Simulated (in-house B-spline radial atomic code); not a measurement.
# Yb: density, ELF and screening along the radius

How do the shells of Yb show in real space, and how much do the settings move them?

Program: in-house B-spline radial atomic code version 1. Level of theory: several methods, spin-polarised, as named in each step; spherical all-electron atom at the radial basis limit. These are calculated values, not measurements, unless marked.

## (1) The atom as given

| Quantity | Value |
| --- | --- |
| element | ytterbium (Z = 70) |
| charge | 0 |
| electrons | 70 |
| configuration | [Kr] 4d10 4f14 5s2 5p5 6s2 6p1 |
| nucleus | point (non-relativistic runs) or finite (X2C runs) |

Outer shells as boxes (Hund's rule):

[Kr] 4d10 4f14 5s2 5p5 6s2 6p1
```
[Kr] core
4d [↑↓][↑↓][↑↓][↑↓][↑↓]
4f [↑↓][↑↓][↑↓][↑↓][↑↓][↑↓][↑↓]
5s [↑↓]
5p [↑↓][↑↓][↑ ]
6s [↑↓]
6p [↑ ][  ][  ]
```

Where spins are not typed, each open shell is filled with up spins first.

## (2) PBE, X2C, [Kr] 4d10 4f14 5s2 5p5 6s2 6p1

Settings, as recorded:

```ini
Z = 70
electrons = 70.0
configuration = [Kr] 4d10 4f14 5s2 5p5 6s2 6p1
hamiltonian = x2c
method = pbe,pbe
spin_polarised = True
nucleus = fermi
rms_radius = 5.3108
mass_number = 174
atomic_mass = 173.938867545
speed_of_light = 137.035999084
```

On the command line:

```console
python run_scf.py task.json out
```

The settings of every run stand in task.json; they run in order.

## (3) LDA (VWN5), non-rel., [Xe] 4f14 6s1 6d1

Settings, as recorded:

```ini
Z = 70
electrons = 70.0
configuration = [Xe] 4f14 6s1 6d1
hamiltonian = nr
method = lda,vwn
spin_polarised = True
```

Q: How large is the system in each run, where do the shell borders lie, and what is the highest level?

**Answer**, as computed:

| run | total energy (hartree) | highest level (eV) | radius holding 50 / 90 / 99 % (bohr) | radius at n = 0.001 (bohr) | ELF minima on the full grid (bohr) |
| --- | --- | --- | --- | --- | --- |
| PBE, X2C, [Kr] 4d10 4f14 5s2 5p5 6s2 6p1 | -14058.7859 | -2.415 | 0.413 / 1.40 / 4.86 | 5.36 | 0.031, 0.098, 0.32, 1.0, 2.6 |
| LDA (VWN5), non-rel., [Xe] 4f14 6s1 6d1 | -13387.8860 | -0.781 | 0.418 / 1.40 / 8.79 | 4.45 | 0.034, 0.12, 0.32, 0.88, 3.1, 6.5 |

**Reading.** In the first run ELF has 5 minima on the grid, which mark the borders between shells. On the record's full grid the screened charge (r times the electrostatic potential) falls from 69.9 near the nucleus to 0.00 at 17 bohr; far out it tends to the net charge, 0. The radius that holds 99 % of the electrons runs from 4.86 bohr (PBE, X2C, [Kr] 4d10 4f14 5s2 5p5 6s2 6p1) to 8.79 bohr (LDA (VWN5), non-rel., [Xe] 4f14 6s1 6d1). The grid is coarse (about 26 % a step), so the places of minima are rough. For X2C runs ELF uses the non-relativistic kinetic energy density, and the fields carry no picture-change correction.
